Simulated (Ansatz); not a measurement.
# Ga2PN: the cost of one run

Computed with Ansatz 0.2.0 (DFT PBE, scalar-relativistic, plane waves, PAW, unless a step names another level, unless a step's input says otherwise).

1 further run of the same task is left out (it didn't finish).

### Step 1. Starting point

It takes space group I-42d (No. 122, tetragonal). Conventional cell: a = 5.046 Å, b = 5.046 Å, c = 9.900 Å, α = 90.00°, β = 90.00°, γ = 90.00°. Around Ga (site symmetry 2) lie 2 N at 2.02 Å and 2 P at 2.35 Å. Around P (site symmetry -4) lie 4 Ga at 2.35 Å. Around N (site symmetry -4) lie 4 Ga at 2.02 Å.

Coordinates:

```cif
data_structure
_symmetry_space_group_name_H-M 'P 1'
_symmetry_Int_Tables_number 1
_cell_length_a 6.1019
_cell_length_b 6.1019
_cell_length_c 6.1019
_cell_angle_alpha 131.149
_cell_angle_beta 131.149
_cell_angle_gamma 71.576
_cell_volume 126.05
loop_
_atom_site_label
_atom_site_type_symbol
_atom_site_fract_x
_atom_site_fract_y
_atom_site_fract_z
_atom_site_occupancy
Ga1 Ga 0.56734 0.62500 0.44234 1
Ga2 Ga 0.18266 0.12500 0.55766 1
Ga3 Ga 0.87500 0.43266 0.05766 1
Ga4 Ga 0.37500 0.81734 0.94234 1
P1 P 0.00000 0.00000 0.00000 1
P2 P 0.75000 0.25000 0.50000 1
N1 N 0.50000 0.50000 0.00000 1
N2 N 0.25000 0.75000 0.50000 1
```

It came out lowest among 25 distinct ends of the trial cells. At a tolerance of 0.02 Å it has space group I-42d (No. 122).

### Step 2. A stricter relaxation, on the response runs' mesh and smearing

The input, input.yaml:

```yaml
crystal:
  lattice:
    - [-2.5232029151, 2.5232029151, 4.9497996513]
    - [2.5232029151, -2.5232029151, 4.9497996513]
    - [2.5232029151, 2.5232029151, -4.9497996513]
  atoms:
    - { symbol: Ga, position: [0.5673436759, 0.625, 0.4423436759] }
    - { symbol: Ga, position: [0.1826563241, 0.125, 0.5576563241] }
    - { symbol: Ga, position: [0.875, 0.4326563241, 0.0576563241] }
    - { symbol: Ga, position: [0.375, 0.8173436759, 0.9423436759] }
    - { symbol: P, position: [0.0, 0.0, 0.0] }
    - { symbol: P, position: [0.75, 0.25, 0.5] }
    - { symbol: "N", position: [0.5, 0.5, 0.0] }
    - { symbol: "N", position: [0.25, 0.75, 0.5] }
basis:
  ecutwfc: 420
kpoints:
  mp_grid: { grid: [8, 8, 8] }
hamiltonian:
  xc: pbe
scf:
  occupations: { method: fixed }
output:
  forces: true
  stress: true
  eigenvalues: true
relax:
  adjacent_minimum: "off"
  f_tol: 0.001
  max_steps: 60
  cell: { stress_tol: 0.01 }
```

Command:

```sh
> ansatz run input.yaml --threads 3 --pin off --max-ram 7680MiB --backend cpu --events-out ev --progress --plain --runs-dir out
```

Q: Estimate wall time and peak memory on 3 threads of Intel Xeon Platinum 8259CL at 2.50GHz (Skylake/Cascade Lake), shared host.

About 25 s, with a peak of 0.65 GiB.
